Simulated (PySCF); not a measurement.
# H8MnO5 ([MnO(H2O)4]2+): the cost of one run

Programs: PySCF 2.14.0, with routines of our own; each step states its level. All values are computed. Atoms count from 0.

## (1) The system as given

14 atoms, charge 2, states of the metal's open shell are computed; geometry from: model start, shaken.

## (2) Relaxing the molecule at PBE0-D3(BJ)/def2-SVP

The job: settings as JSON, then the geometry in Å.

```
{"job": {"xc": "PBE0", "basis": "def2-SVP", "d3": "d3bj", "grid": 1, "maxiter": 45, "solvent": "water", "kind": "geom"}, "charge": 2, "metal": "Mn", "open_shell": "d3"}
Mn     0.000020     0.004480    -0.004110
O     -0.013360    -0.006820     1.615130
O      1.803100     0.020100    -0.325160
H      2.359160     0.782350    -0.412270
H      2.370040    -0.788960    -0.418060
O     -1.791770    -0.020160    -0.324640
H     -2.396980    -0.794340    -0.445250
H     -2.371990     0.755990    -0.413560
O      0.002350     1.799390    -0.355530
H     -0.783080     2.367740    -0.415920
H      0.752050     2.361300    -0.432300
O     -0.012130    -1.786280    -0.329890
H      0.774510    -2.355200    -0.426380
H     -0.776680    -2.366810    -0.416670
```

Launch:

```bash
$ OMP_NUM_THREADS=1 python lf_run.py task.json out
```

One launch serves the whole session: the jobs run in the order shown.

**Question.** How long does this first job take on 1 thread of Intel Xeon at 2.70GHz, shared host, and how much memory does it need?

About 23 min, with a peak of 1.4 GiB.
